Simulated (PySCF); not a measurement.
# C4H6GaNO2: electronic excitations

Aim: predict the electronic excitations of C4H6GaNO2 (`[H]/N=C/C1=C[O][GaH2-][O+]=C1`).

The runs use PySCF 2.14.0, with density-fitted response routines of our own; the level of theory stands in each step. All values are computed, except where a source is named. Atoms count from 0, in the outputs and in this text.

## (1) Starting geometry

14 atoms, charge 0, multiplicity 1; geometry from: GFN2-xTB.

Bonds of the start (Å): N0–C1 1.26, C1–C2 1.46, C2–C3 1.40, C3–O4 1.26, O4–Ga5 1.95, Ga5–O6 1.95, O6–C7 1.26, C7–C2 1.40, N0–H8 1.02, C1–H9 1.10, C3–H10 1.10, Ga5–H11 1.53, Ga5–H12 1.53, C7–H13 1.10.

## (2) Excited states and response: CAM-B3LYP/def2-SVPD

What the job is given:

```
{"job": {"kind": "uv", "xc": "CAM-B3LYP", "basis": "def2-SVPD", "nstates": 8, "ntriplets": 3}, "charge": 0, "multiplicity": 1}
N     -2.736689    -0.866621    -0.156337
C     -2.042351     0.173020     0.002774
C     -0.586584     0.110580     0.008309
C      0.166616     1.272272     0.185374
O      1.427438     1.349528     0.210761
Ga     2.750623    -0.064104     0.018133
O      1.288757    -1.337365    -0.184803
C      0.047260    -1.130096    -0.166639
H     -3.742629    -0.724203    -0.145335
H     -2.450960     1.183550     0.147037
H     -0.378537     2.219561     0.316722
H      3.421747    -0.297193     1.378464
H      3.451588     0.104472    -1.336552
H     -0.616958    -1.993874    -0.300076
```

Method: TDDFT CAM-B3LYP/def2-SVPD, vertical, gas phase, core orbitals frozen in the response.

The run is started by

```
> OMP_NUM_THREADS=1 python probes_run.py task.json out
```

This one command runs all jobs of the session in turn.

Output:

```text
coarse grid: 58448 points
cycle   1  E = -2285.3592678093  dE =  9.782e-01  |g| = 1.075e+00  |ddm| = 7.990e+00
cycle   2  E = -2285.0711942769  dE =  2.881e-01  |g| = 1.680e+00  |ddm| = 4.728e+00
cycle   3  E = -2285.5684752858  dE = -4.973e-01  |g| = 1.648e-01  |ddm| = 2.942e+00
cycle   4  E = -2285.5731872156  dE = -4.712e-03  |g| = 6.735e-02  |ddm| = 4.233e-01
cycle   5  E = -2285.5739228545  dE = -7.356e-04  |g| = 1.253e-02  |ddm| = 1.325e-01
cycle   6  E = -2285.5739509907  dE = -2.814e-05  |g| = 5.681e-03  |ddm| = 4.395e-02
cycle   7  E = -2285.5739584275  dE = -7.437e-06  |g| = 1.809e-03  |ddm| = 1.555e-02
final grid: 123768 points
cycle   8  E = -2285.5739390322  dE =  3.599e-07  |g| = 2.344e-03  |ddm| = 1.380e-02
cycle   9  E = -2285.5739375968  dE =  1.435e-06  |g| = 3.550e-03  |ddm| = 1.166e-02
cycle  10  E = -2285.5739402170  dE = -2.620e-06  |g| = 1.148e-04  |ddm| = 7.442e-03
cycle  11  E = -2285.5739402197  dE = -2.641e-09  |g| = 5.781e-05  |ddm| = 3.344e-04
cycle  12  E = -2285.5739402205  dE = -8.722e-10  |g| = 2.628e-05  |ddm| = 2.895e-04
converged SCF energy = -2285.5739402205

Static polarisability (au): isotropic 90.983, principal 62.309 87.333 123.305

Singlet excitations
state   eV       nm        f      main configurations
  1   4.2847    289.4   0.07367   H->L 0.97
  2   4.3699    283.7   0.00069   H-3->L 0.56, H-1->L 0.38
  3   4.9384    251.1   0.00126   H-3->L 0.35, H-1->L 0.34, H-1->L+1 0.27
  4   5.3624    231.2   0.00041   H-1->L+1 0.62, H-1->L 0.20
  5   5.8410    212.3   0.31302   H->L+1 0.70, H-2->L 0.26
  6   6.0731    204.2   0.19298   H-2->L 0.73, H->L+1 0.24
  7   6.1147    202.8   0.00001   H-4->L 0.56, H-3->L+1 0.18, H-6->L 0.08
  8   6.6925    185.3   0.01083   H->L+2 0.79, H->L+5 0.09

Triplet excitations (Tamm-Dancoff, eV): 2.9012 3.9954 4.2129
```

It took 67 s on 1 thread of Arm Neoverse V1, shared host; peak memory 1.1 GiB.

Frontier orbitals and where they lie:

```csv
orbital,eV,atoms
HOMO−3,-10.06,"O4 34 %, O6 25 %, C3 9 %"
HOMO−2,-9.93,"Ga5 33 %, H11 22 %, H12 22 %"
HOMO−1,-9.26,"N0 55 %, C1 14 %, O6 7 %"
HOMO,-8.43,"C2 24 %, N0 15 %, O4 14 %"
LUMO,-1.21,"C7 27 %, C3 22 %, O6 17 %"
LUMO+1,0.28,"C1 29 %, N0 28 %, C3 12 %"
LUMO+2,0.92,"Ga5 42 %, C3 11 %, C1 11 %"
```

With each of the 8 states as a Gaussian band of 0.4 eV half-width at 1/e, the curve within the window shown has maxima at 289 nm (ε 3,000), 209 nm (ε 19,000) L/(mol cm). Beyond the last state computed it falls off for lack of states. The curve at chosen wavelengths:

(nm, ε (L/mol/cm)): (177, 293), (183, 884), (190, 3410), (196, 8688), (202, 15290), (209, 18954), (215, 16362), (222, 9896), (228, 5041), (234, 2136), (241, 694), (247, 349), (253, 400), (260, 778), (266, 1313), (272, 1945), (279, 2609), (285, 2948), (291, 2996), (298, 2713), (304, 2278), (311, 1698), (317, 1232), (323, 847), (330, 514), (336, 320)

Leading natural transition orbitals of singlet state 5: the hole lies on C2 35 %; N0 15 %; O4 13 %; the particle on C1 30 %; N0 24 %; C3 12 %.

Leading natural transition orbitals of singlet state 1: the hole lies on C2 29 %; N0 15 %; O4, O6 about 13 % each; the particle on C7 31 %; C3 21 %; O6 15 %.

Further results of this job:

```csv
property,computed
dipole moment (D),3.07
polarisability (Å³),13.48
HOMO–LUMO gap (eV),7.22
−ε(HOMO) (eV),8.43
```

Orbitals, density, ELF and potential are computed afterwards from the orbital file.

Frontier orbitals at CAM-B3LYP/def2-SVPD, with the share of their density that lies nearest to each atom:

```csv
orbital,energy (eV),lies on
HOMO,-8.43,"C2 29 %; N0 16 %; O4, O6 about 13 % each"
LUMO,-1.21,C7 29 %; C3 23 %; O6 15 %
```

ELF in a plane through or near 12 of the atoms.

Ten even steps from '0' (0.00) to '9' (1.00):
```
0000000000000000000000000000
0000000000000000000000000000
0000000000000000000000000000
0000000000000387100000000000
0000000013300799600000000000
0000000036731899504860000000
0000000038875598129996000000
0000000027457853049993000000
0000011104874695667940000000
0000121551321524867421430000
0000121743111573657879993000
0000121341875376117239994000
0000011104648348309987640000
0000000005867499808984100000
0000000004883199912663000000
0000000002541089800110000000
0000000000000002000000000000
0000000000000000000000000000
0000000000000000000000000000
0000000000000000000000000000
```
The map spans 12.7 Å across and 9.7 Å up, centred on the molecule. Atoms in the plane (x, y in Å): N0 (2.8, -0.8), C1 (2.0, 0.2), C2 (0.6, 0.1), C3 (-0.2, 1.3), O4 (-1.5, 1.3), Ga5 (-2.7, -0.2), O6 (-1.2, -1.4), C7 (0.0, -1.1), H8 (3.8, -0.6), H9 (2.4, 1.3), H10 (0.3, 2.3), H13 (0.7, -2.0).

On the surface of density 0.002 e/bohr³ the electrostatic potential runs, from the 1st to the 99th percentile, from -1.22 V near N0 to 1.50 V near H8.

## (3) What came out

| quantity | value |
| --- | --- |
| lowest singlet (CAM-B3LYP/def2-SVPD) | 4.28 eV (289 nm), f = 0.074 |
| brightest single state of those computed | state 5, 5.84 eV, f = 0.313 |
| lowest triplet | 2.90 eV |
| surface potential, 1st and 99th percentile | -1.22 V and 1.50 V |

In words: The lowest singlet, at 4.28 eV, is HOMO→LUMO 0.97 and is bright; of the 8 states computed, the strongest absorption comes from state 5 at 5.84 eV. The lowest triplet lies 1.38 eV below the lowest singlet (triplets in Tamm-Dancoff, singlets in full TDDFT). By nearest atom (CAM-B3LYP/def2-SVPD), the HOMO sits on C2 29 %; N0 16 % and the LUMO on C7 29 %; C3 23 %.
